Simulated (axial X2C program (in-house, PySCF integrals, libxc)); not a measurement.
# YB⁺: bond curves with and without spin–orbit coupling

What are the state, bond length, wavenumber and bond energy of YB⁺, and what does spin–orbit coupling change?

Computed with an in-house X2C program for linear molecules on PySCF integrals. Level: all-electron X2C, Y dyall-cv3z, B dyall-v3z.

All values are calculated.

**1. Set-up**

File task.json:

```json
{"zs": [39, 5], "q": 1, "bas": ["dyall-cv3z", "dyall-v3z"], "levels": ["PBE0", "HF", "LDA"], "cc": true, "r0": 2.48, "thr": -2.0, "nmax": 90, "npts": 10, "nst": 2, "ntry": 6}
```

Keys: zs atomic numbers; q charge; bas basis sets; levels methods (HF also brings MP2); cc coupled cluster on or off; r0 starting distance in Å; thr threshold in hartree for freezing inner shells (an s shell follows its p shell); nmax most natural virtual spinors; npts points asked for on the curve; nst determinants followed; ntry starts of the search.

Launch:

```
python so2c.py task.json out
```

Spin-free means the one-electron spin-free X2C Hamiltonian; two-component (2c) means X2C with spin–orbit coupling and atomic mean-field two-electron Coulomb and Gaunt terms. Basis: Y dyall-cv3z contracted to [11s12p9d6f3g], B dyall-v3z contracted to [7s6p2d1f]; Gaussian nuclei, density fitting. Masses: Y 88.906 u, B 11.009 u.

Notation: σ, π±, δ± give the projection m of an orbital's angular momentum (0, ±1, ±2), α and β its spin, Λ and M_S the sums; ω is the projection of a spinor's total angular momentum and Ω the sum. Logs are in hartree.

The results follow Hamiltonian by Hamiltonian and level by level.

**2. Which state to follow**

PBE0 moves the distance from 2.480 Å to 2.222 Å and compares determinants there.

Spin-free determinants:

```json
{"ΔE (eV)": "0.00", "state": "M_S = 3/2, Λ = 0", "open shells": "beyond closed shells: σα, π+α, π-α"}
{"ΔE (eV)": "0.38", "state": "M_S = 1/2, Λ = 0", "open shells": "beyond closed shells: σβ, π+α, π-α"}
{"ΔE (eV)": "0.86", "state": "M_S = 1/2, Λ = 0", "open shells": "beyond closed shells: σα, π+β, π-α"}
{"ΔE (eV)": "0.91", "state": "M_S = 3/2, Λ = 1", "open shells": "beyond closed shells: 2 × σα, π+α"}
{"ΔE (eV)": "0.96", "state": "M_S = 1/2, Λ = 1", "open shells": "beyond closed shells: π+α, π+β, π-α"}
{"ΔE (eV)": "1.06", "state": "M_S = 1/2, Λ = 1", "open shells": "beyond closed shells: π+α"}
{"ΔE (eV)": "1.47", "state": "M_S = 3/2, Λ = 2", "open shells": "beyond closed shells: π+α, π-α, δ+α"}
```

Two-component determinants:

```
ΔE (eV)    state                                       open shells
   0.00  Ω = 3/2                     excess of +ω over −ω: ω = 3/2
   0.38  Ω = 1/2       excess of +ω over −ω: 2 × ω = -1/2, ω = 3/2
   0.84  Ω = 1/2                     excess of +ω over −ω: ω = 1/2
   0.87  Ω = 1/2                     excess of +ω over −ω: ω = 1/2
   0.92  Ω = 5/2        excess of +ω over −ω: 2 × ω = 1/2, ω = 3/2
   1.24  Ω = 3/2                 excess of +ω over −ω: 3 × ω = 1/2
   1.50  Ω = 7/2  excess of +ω over −ω: ω = -1/2, ω = 3/2, ω = 5/2
```

**3. PBE0, spin-free**

State followed: M_S = 3/2, Λ = 0 (beyond closed shells: σα, π+α, π-α). The scan is laid around 2.222 Å, a first estimate of the minimum, and this SCF restarts from the orbitals of the search.

Output at 2.222 Å:

```text
spin-free X2C-1e  PBE0
basis functions 203  fitting functions 1001  grid points 5079
iter        total energy     max residual
   1      -3409.142161503     4.79e-05
   2      -3409.142161511     3.58e-05
   3      -3409.142161516     5.62e-06
converged
one-electron -4792.73942702  Coulomb 1451.14034654  exact exchange -28.04232015  xc functional -85.94070515  nuclear repulsion 46.43994425
```

Along the bond, energies from the lowest point:

```
R (Å)  E (eV)  μ (D)  HOMO (eV)  LUMO (eV)  iterations
1.933  0.6190  -4.39     -10.20      -7.58          45
2.022  0.2675  -4.48     -10.14      -7.61          43
2.089  0.1099  -4.47     -10.14      -7.63          40
2.155  0.0252  -4.43     -10.15      -7.64          40
2.222  0.0000  -4.37     -10.18      -7.64           3
2.300  0.0308  -4.27     -10.21      -7.63          39
2.377  0.1115  -4.17     -10.14      -7.61          37
2.478  0.2673  -4.01      -9.98      -7.58          38
2.600  0.5068  -3.79      -9.79      -7.53          39
```

Dipoles are positive if B is the positive end and refer to the centre of mass.

Outer orbitals at the reference distance:

```tsv
symmetry	occupied	ε (eV)	atomic character
π-β	yes	-35.31	99% Y p
π+β	yes	-35.31	99% Y p
σβ	yes	-34.64	96% Y p
σα	yes	-15.90	57% B s, 16% Y d, 12% Y s
σβ	yes	-13.56	52% B s, 18% Y d, 13% Y s
π+α	yes	-10.42	54% Y d, 39% B p, 2% Y p
π-α	yes	-10.42	54% Y d, 39% B p, 2% Y p
σα	yes	-10.18	58% B p, 17% Y d, 10% Y s
σα	no	-7.64	55% Y s, 30% Y d, 6% B p
σβ	no	-7.12	60% Y s, 22% Y d, 8% Y p
δ+α	no	-6.91	99% Y d
δ-α	no	-6.91	99% Y d
```

PBE0 fields in the half plane through the axis: z from -2.4 to 4.5 Å across, distance from the axis 0.15 to 2.25 Å upwards; Y lies at z = 0 and B at z = 2.222 Å; the ELF is damped to zero where the density is low.

log10 density (e/bohr³). Ten even steps from '0' (-4.71 ) to '9' (1.57 ):
```
001111111122222222111000
111222211223333332221100
112222222333333333322110
122333344444444444332211
223344555554445544433221
223445566655555555443321
233455677765555555544322
233456789866556875544322
```

ELF. Ten even steps from ' ' (0.00 ) to '@' (0.98 ):
```
                    ..--==--::....              
      ....          ..==****++==--::::..        
    ::::::..        ..==######**++++====::      
  ..----::....      ..--##%%%%##########++--    
..::--------==++++==::--**%%%%%%%%%%%%%%%%**::  
..::------++##%%%%%%**--++%%%%##%%@@@@@@@@%%++..
..::----==**%%==..==##==++%%**  ..%%@@@@@@@@**::
..::::--==##**++--++**====%%..@@%%--@@@@@@@@##::
```

Re = 2.221 Å, ωe = 549 cm⁻¹, ωexe = 2.6 cm⁻¹, Be = 0.3488 cm⁻¹, De = 2.65 eV, μ = -4.37 D.

**4. HF, spin-free**

Output at 2.222 Å:

```text
spin-free X2C-1e  HF
basis functions 203  fitting functions 1001  grid points 5079
iter        total energy     max residual
   1      -3407.328416809     3.85e-01
   2      -3407.348109302     6.52e-03
   3      -3407.349616705     2.89e-02
   4      -3407.350311385     1.02e-02
   5      -3407.350691972     5.34e-03
   6      -3407.350773048     3.78e-03
   7      -3407.350822102     5.49e-04
   8      -3407.350833296     7.04e-04
   9      -3407.350839199     5.64e-04
  10      -3407.350841078     1.45e-04
  11      -3407.350842063     1.53e-04
  12      -3407.350842380     1.40e-04
  13      -3407.350842454     3.57e-05
  14      -3407.350842467     1.09e-05
  15      -3407.350842471     1.48e-05
  16      -3407.350842473     5.76e-06
  17      -3407.350842473     1.02e-06
converged
one-electron -4791.77519761  Coulomb 1450.21249398  exact exchange -112.22808309  xc functional 0.00000000  nuclear repulsion 46.43994425
```

Re = 2.262 Å, ωe = 526 cm⁻¹, ωexe = 4.46 cm⁻¹, Be = 0.3363 cm⁻¹, De = 0.938 eV, μ = -6.02 D.

**5. LDA, spin-free**

Output at 2.222 Å:

```text
spin-free X2C-1e  LDA
basis functions 203  fitting functions 1001  grid points 5079
iter        total energy     max residual
   1      -3404.903928529     6.81e-01
   2      -3404.913528792     1.38e-02
   3      -3404.914779047     9.96e-02
   4      -3404.915189782     3.91e-03
   5      -3404.915231953     1.31e-02
   6      -3404.915248769     9.52e-04
   7      -3404.915249489     1.13e-03
   8      -3404.915249856     1.72e-04
   9      -3404.915249870     2.85e-05
  10      -3404.915249877     4.50e-05
  11      -3404.915249884     1.51e-05
converged
one-electron -4792.37718933  Coulomb 1450.69895059  exact exchange 0.00000000  xc functional -109.67695539  nuclear repulsion 46.43994425
```

Re = 2.211 Å, ωe = 533 cm⁻¹, ωexe = 1.81 cm⁻¹, Be = 0.3519 cm⁻¹, De = 3.38 eV, μ = -3.80 D.

**6. Correlated methods, spin-free**

Correlated methods: 13 electrons correlated (frozen shells, counted by type: Y 3 s, 2 p, 1 d; B 1 s), 289 virtual spinors in MP2, 90 natural virtuals in coupled cluster.

Output of the correlated part at 2.222 Å:

```text
correlated 13  virtual 289  natural virtual 90  E(MP2) -0.321920120  MP2 remainder -0.011843814
iter   CCSD correlation   residual
   1     -0.326376799   1.23e-01
   2     -0.334347634   5.52e-02
   3     -0.336916443   2.75e-02
   4     -0.336995207   1.23e-02
   5     -0.337287460   5.66e-03
   6     -0.337338618   2.40e-03
   7     -0.337345247   7.14e-04
   8     -0.337352190   2.27e-04
   9     -0.337348563   1.02e-04
  10     -0.337349322   5.11e-05
  11     -0.337348846   2.03e-05
  12     -0.337349110   1.04e-05
  13     -0.337349109   4.42e-06
(T) -0.014903338  T1 0.0374  D1 0.1163  max T2 0.101
```

T1 in the output is the amplitude norm over the root of the electron number; divide by √2 for the Lee–Taylor value.

MP2: Re = 2.185 Å, ωe = 612 cm⁻¹, Be = 0.3603 cm⁻¹, De = 2.14 eV.

CCSD: Re = 2.240 Å, ωe = 540 cm⁻¹, ωexe = 2.22 cm⁻¹, Be = 0.3428 cm⁻¹, De = 1.93 eV. T1 at Re = 0.027 (Lee–Taylor, the printed value over √2).

CCSD(T): Re = 2.242 Å, ωe = 541 cm⁻¹, ωexe = 2.15 cm⁻¹, Be = 0.3424 cm⁻¹, De = 2.13 eV. T1 at Re = 0.027 (Lee–Taylor, the printed value over √2).

**7. A higher determinant, spin-free**

State: M_S = 1/2, Λ = 0 (beyond closed shells: σβ, π+α, π-α).

Output at the reference distance:

```text
spin-free X2C-1e  PBE0
basis functions 203  fitting functions 1001  grid points 5079
iter        total energy     max residual
   1      -3409.128150873     1.35e-05
   2      -3409.128150875     9.98e-06
converged
one-electron -4792.84516308  Coulomb 1451.25216762  exact exchange -28.03990731  xc functional -85.93519236  nuclear repulsion 46.43994425
```

```
R (Å)  E above the lowest PBE0 point (eV)
1.933                               0.924
2.022                               0.591
2.089                               0.451
2.155                               0.386
2.222                               0.381
2.300                               0.435
2.377                               0.537
2.478                               0.715
2.600                               0.976
```

Re = 2.194 Å, ωe = 573 cm⁻¹, ωexe = 2.81 cm⁻¹, Be = 0.3574 cm⁻¹, μ = -4.49 D. ⟨S²⟩ = 1.77 against 0.75 for a pure state, so this determinant mixes spins. Te = 0.38 eV.

**8. The spin-free curves together**

Energy (eV) of the followed determinant, spin-free, from each level's lowest point:

```
R (Å)   PBE0     HF    MP2   CCSD  CCSD(T)    LDA
1.933  0.619  0.791  0.530    n/a      n/a  0.545
2.022  0.268  0.381  0.201  0.308    0.312  0.225
2.089  0.110  0.181  0.062  0.138    0.141  0.087
2.155  0.025  0.059  0.000  0.040    0.041  0.016
2.222  0.000  0.002  0.003  0.000    0.000  0.000
2.300  0.031  0.000  0.073  0.016    0.015  0.036
2.377  0.111  0.050  0.200  0.084    0.082  0.118
2.478  0.267  0.163  0.420  0.230    0.229  0.274
2.600  0.507  0.344  0.737    n/a      n/a  0.511
```

**9. PBE0, 2c**

State followed: Ω = 3/2 (excess of +ω over −ω: ω = 3/2). The scan is laid around 2.222 Å, a first estimate of the minimum, and this SCF restarts from the orbitals of the search.

The SCF at the reference distance of 2.222 Å:

```text
two-component X2C + atomic mean field  PBE0
basis functions 203  fitting functions 1001  grid points 5079
iter        total energy     max residual
   1      -3407.862931138     6.67e-05
   2      -3407.862931140     3.80e-05
   3      -3407.862931162     3.00e-05
   4      -3407.862931166     1.53e-05
converged
one-electron -4789.37172975  Coulomb 1450.46249490  exact exchange -28.02980303  xc functional -85.90271686  nuclear repulsion 46.43994425  atomic mean-field constant -1.46112069
```

Along the bond, energies from the lowest point:

```csv
R (Å),E (eV),μ (D),HOMO (eV),LUMO (eV),iterations
1.933,0.6156,-4.39,-10.20,-7.58,55
2.022,0.2655,-4.47,-10.14,-7.61,50
2.089,0.1087,-4.47,-10.14,-7.63,47
2.155,0.0247,-4.43,-10.15,-7.64,45
2.222,0.0000,-4.36,-10.18,-7.64,4
2.300,0.0312,-4.27,-10.21,-7.63,39
2.377,0.1121,-4.17,-10.13,-7.61,38
2.478,0.2681,-4.01,-9.97,-7.58,38
2.600,0.5075,-3.79,-9.79,-7.53,41
```

Dipoles are positive if B is the positive end and refer to the centre of mass.

Outer spinors at the reference distance:

```json
{"ω": "1/2", "occupied": "yes", "ε (eV)": "-35.11", "atomic character": "97% Y p", "λ mixture": "51% π, 49% σ"}
{"ω": "-3/2", "occupied": "yes", "ε (eV)": "-34.80", "atomic character": "99% Y p", "λ mixture": "100% π"}
{"ω": "-1/2", "occupied": "yes", "ε (eV)": "-34.39", "atomic character": "96% Y p", "λ mixture": "90% σ, 10% π"}
{"ω": "1/2", "occupied": "yes", "ε (eV)": "-15.90", "atomic character": "57% B s, 16% Y d, 12% Y s", "λ mixture": "100% σ"}
{"ω": "-1/2", "occupied": "yes", "ε (eV)": "-13.56", "atomic character": "52% B s, 18% Y d, 13% Y s", "λ mixture": "100% σ"}
{"ω": "-1/2", "occupied": "yes", "ε (eV)": "-10.43", "atomic character": "54% Y d, 39% B p, 2% Y p", "λ mixture": "100% π"}
{"ω": "3/2", "occupied": "yes", "ε (eV)": "-10.41", "atomic character": "54% Y d, 39% B p, 2% Y p", "λ mixture": "100% π"}
{"ω": "1/2", "occupied": "yes", "ε (eV)": "-10.18", "atomic character": "58% B p, 18% Y d, 10% Y s", "λ mixture": "100% σ"}
{"ω": "1/2", "occupied": "no", "ε (eV)": "-7.64", "atomic character": "55% Y s, 30% Y d, 6% B p", "λ mixture": "100% σ"}
{"ω": "-1/2", "occupied": "no", "ε (eV)": "-7.12", "atomic character": "60% Y s, 22% Y d, 8% Y p", "λ mixture": "100% σ"}
{"ω": "-3/2", "occupied": "no", "ε (eV)": "-6.95", "atomic character": "96% Y d, 3% B p", "λ mixture": "91% δ, 9% π"}
{"ω": "1/2", "occupied": "no", "ε (eV)": "-6.90", "atomic character": "61% Y d, 34% B p", "λ mixture": "100% π"}
```

PBE0 fields in the half plane through the axis: z from -2.4 to 4.5 Å across, distance from the axis 0.15 to 2.25 Å upwards; Y lies at z = 0 and B at z = 2.222 Å; the ELF is damped to zero where the density is low.

log10 density (e/bohr³). Ten even steps from ' ' (-4.71 ) to '@' (1.57 ):
```
    ................::::::::::::::::......      
......::::::::....::::------------::::::....    
....::::::::::::::--------------------::::....  
..::::--------======================----::::....
::::----====++++++++++======++++======----::::..
::::--====++++******++++++++++++++++====----::..
::----==++++**######**++++++++++++++++====--::::
::----==++**##%%@@%%****++++**%%##++++====--::::
```

ELF. Ten even steps from ' ' (0.00 ) to '@' (0.98 ):
```
                    ..--==--::....              
      ....          ..==****++==--::::..        
    ::::::..        ..==######**++++====::      
  ..----::....      ..--##%%%%##########++--    
..::--------==++++==::--**%%%%%%%%%%%%%%%%**::  
..::------++##%%%%%%**--++%%%%##%%@@@@@@@@%%++..
..::----==**%%==..==##==++%%**  ..%%@@@@@@@@**::
..::::--==##**++--++**====%%..@@%%--@@@@@@@@##::
```

Re = 2.220 Å, ωe = 549 cm⁻¹, ωexe = 2.59 cm⁻¹, Be = 0.349 cm⁻¹, De = 2.65 eV, μ = -4.36 D.

**10. HF, 2c**

The SCF at the reference distance of 2.222 Å:

```text
two-component X2C + atomic mean field  HF
basis functions 203  fitting functions 1001  grid points 5079
iter        total energy     max residual
   1      -3406.049623394     3.84e-01
   2      -3406.069314457     6.69e-03
   3      -3406.070824151     2.88e-02
   4      -3406.071519994     1.02e-02
   5      -3406.071901888     5.35e-03
   6      -3406.071983498     3.80e-03
   7      -3406.072032776     5.60e-04
   8      -3406.072043995     7.04e-04
   9      -3406.072049913     5.66e-04
  10      -3406.072051810     1.47e-04
  11      -3406.072052819     1.55e-04
  12      -3406.072053154     1.44e-04
  13      -3406.072053239     3.74e-05
  14      -3406.072053259     1.19e-05
  15      -3406.072053270     2.70e-05
  16      -3406.072053278     1.68e-05
  17      -3406.072053282     6.76e-06
  18      -3406.072053286     9.32e-06
  19      -3406.072053288     1.06e-05
  20      -3406.072053289     4.91e-06
  21      -3406.072053290     1.32e-06
converged
one-electron -4788.40893312  Coulomb 1449.53609342  exact exchange -112.17803715  xc functional 0.00000000  nuclear repulsion 46.43994425  atomic mean-field constant -1.46112069
```

No constants are quoted: the solution changes its character somewhere along the scan, so the fit is set aside.

**11. LDA, 2c**

Output at 2.222 Å:

```text
two-component X2C + atomic mean field  LDA
basis functions 203  fitting functions 1001  grid points 5079
iter        total energy     max residual
   1      -3403.625960908     6.81e-01
   2      -3403.635574195     1.37e-02
   3      -3403.636815008     9.92e-02
   4      -3403.637224440     3.90e-03
   5      -3403.637266360     1.31e-02
   6      -3403.637283135     9.33e-04
   7      -3403.637283859     1.14e-03
   8      -3403.637284229     1.69e-04
   9      -3403.637284245     3.25e-05
  10      -3403.637284251     4.20e-05
  11      -3403.637284254     1.96e-06
converged
one-electron -4789.01282722  Coulomb 1450.02458524  exact exchange 0.00000000  xc functional -109.62786584  nuclear repulsion 46.43994425  atomic mean-field constant -1.46112069
```

Re = 2.210 Å, ωe = 533 cm⁻¹, ωexe = 1.8 cm⁻¹, Be = 0.3522 cm⁻¹, De = 3.40 eV, μ = -3.80 D.

**12. Correlated methods, 2c**

Correlated methods: 13 electrons correlated (frozen shells, counted by type: Y 3 s, 2 p, 1 d; B 1 s), 289 virtual spinors in MP2, 90 natural virtuals in coupled cluster.

Output of the correlated part at 2.222 Å:

```text
correlated 13  virtual 289  natural virtual 90  E(MP2) -0.321954358  MP2 remainder -0.011847048
iter   CCSD correlation   residual
   1     -0.326402458   1.23e-01
   2     -0.334380919   5.52e-02
   3     -0.336943412   2.75e-02
   4     -0.337022834   1.23e-02
   5     -0.337315541   5.66e-03
   6     -0.337366780   2.41e-03
   7     -0.337373530   7.25e-04
   8     -0.337380494   2.49e-04
   9     -0.337376761   1.31e-04
  10     -0.337377595   8.34e-05
  11     -0.337376916   4.98e-05
  12     -0.337377500   3.42e-05
  13     -0.337377444   2.17e-05
  14     -0.337377353   1.23e-05
  15     -0.337377375   6.87e-06
  16     -0.337377391   3.97e-06
(T) -0.014904417  T1 0.0374  D1 0.1162  max T2 0.101
```

MP2: No constants are quoted: the reference changes its character somewhere along the scan, so the fit is set aside.

CCSD: No constants are quoted: the reference changes its character somewhere along the scan, so the fit is set aside.

CCSD(T): No constants are quoted: the reference changes its character somewhere along the scan, so the fit is set aside.

**13. A higher determinant, 2c**

State: Ω = 1/2 (excess of +ω over −ω: 2 × ω = -1/2, ω = 3/2).

Output at the reference distance:

```text
two-component X2C + atomic mean field  PBE0
basis functions 203  fitting functions 1001  grid points 5079
iter        total energy     max residual
   1      -3407.848934260     8.43e-05
   2      -3407.848934262     3.75e-05
   3      -3407.848934285     3.38e-05
   4      -3407.848934288     1.32e-05
converged
one-electron -4789.47572709  Coulomb 1450.57251379  exact exchange -28.02737982  xc functional -85.89716474  nuclear repulsion 46.43994425  atomic mean-field constant -1.46112069
```

| R (Å) | E above the lowest PBE0 point (eV) |
| --- | --- |
| 1.933 | 0.921 |
| 2.022 | 0.589 |
| 2.089 | 0.450 |
| 2.155 | 0.385 |
| 2.222 | 0.381 |
| 2.300 | 0.435 |
| 2.377 | 0.537 |
| 2.478 | 0.715 |
| 2.600 | 0.976 |

Re = 2.194 Å, ωe = 573 cm⁻¹, ωexe = 2.82 cm⁻¹, Be = 0.3576 cm⁻¹, μ = -4.48 D. Te = 0.38 eV.

**14. The 2c curves together**

Energy (eV) of the followed determinant, 2c, from each level's lowest point:

| R (Å) | PBE0 | HF (jumps) | MP2 (its reference jumps) | CCSD (its reference jumps) | CCSD(T) (its reference jumps) | LDA |
| --- | --- | --- | --- | --- | --- | --- |
| 1.933 | 0.616 | 0.788 | 0.527 | n/a | n/a | 0.541 |
| 2.022 | 0.265 | 0.380 | 0.199 | 0.305 | 0.311 | 0.223 |
| 2.089 | 0.109 | 0.180 | 0.062 | 0.137 | 0.140 | 0.086 |
| 2.155 | 0.025 | 0.058 | 0.000 | 0.039 | 0.040 | 0.016 |
| 2.222 | 0.000 | 0.002 | 0.003 | 0.000 | 0.000 | 0.000 |
| 2.300 | 0.031 | 0.000 | 0.074 | 0.016 | 0.015 | 0.037 |
| 2.377 | 0.112 | 0.049 | 0.214 | 0.088 | 0.087 | 0.119 |
| 2.478 | 0.268 | 0.063 | 0.594 | 0.455 | 0.531 | 0.275 |
| 2.600 | 0.507 | 0.142 | 0.686 | n/a | n/a | 0.512 |

Time for the job: 4.8 min (1 thread of Arm Neoverse V1, shared host); peak memory 0.84 GiB.

**15. Results**

Lowest determinant that the search found at its distance, spin-free: M_S = 3/2, Λ = 0 (beyond closed shells: σα, π+α, π-α).

Lowest determinant that the search found at its distance, 2c: Ω = 3/2 (excess of +ω over −ω: ω = 3/2).

```csv
Hamiltonian,level,Re (Å),ωe (cm⁻¹),De (eV),μ (D)
spin-free,PBE0,2.221,549,2.65,-4.37
spin-free,HF,2.262,526,0.938,-6.02
spin-free,MP2,2.185,612,2.14,n/a
spin-free,CCSD,2.240,540,1.93,n/a
spin-free,CCSD(T),2.242,541,2.13,n/a
spin-free,LDA,2.211,533,3.38,-3.80
2c,PBE0,2.220,549,2.65,-4.36
2c,LDA,2.210,533,3.40,-3.80
```

Dipoles are positive if B is the positive end and refer to the centre of mass. No constants: 2c HF (the solution changes its character somewhere along the scan, so the fit is set aside); 2c MP2 (the reference changes its character somewhere along the scan, so the fit is set aside); 2c CCSD (the reference changes its character somewhere along the scan, so the fit is set aside); 2c CCSD(T) (the reference changes its character somewhere along the scan, so the fit is set aside).

Time per point (s) on 1 thread of Arm Neoverse V1, shared host (2c runs); the times are rough: PBE0 2.2, LDA 0.89.

At PBE0, going from spin-free to two-component changes Re by -1 mÅ, ωe by -0.1 %; the spin-free picture holds up (part of it comes from the scalar share of the two-electron terms). It costs about 1.5 times the time. De moves by 0.00 eV; both De rest on single-determinant atoms, which can miss part of an open shell's spin–orbit lowering.

De refers to Y+ + B, each in the lowest determinant found, which need not be this curve's own limit. Each curve is one determinant whose occupation by symmetry is held fixed; it was picked as the lowest of a PBE0 search that is not exhaustive. De is counted from the lowest determinant-based energies of the atoms at the same level, without counterpoise correction. Density functionals use the spin component along the axis (collinear). CCSD and (T) use frozen natural virtuals with an MP2 correction for the truncation. With several unpaired electrons one determinant need not be a pure state. T1 at Re is 0.027 (Lee–Taylor), above the customary mark of 0.02.
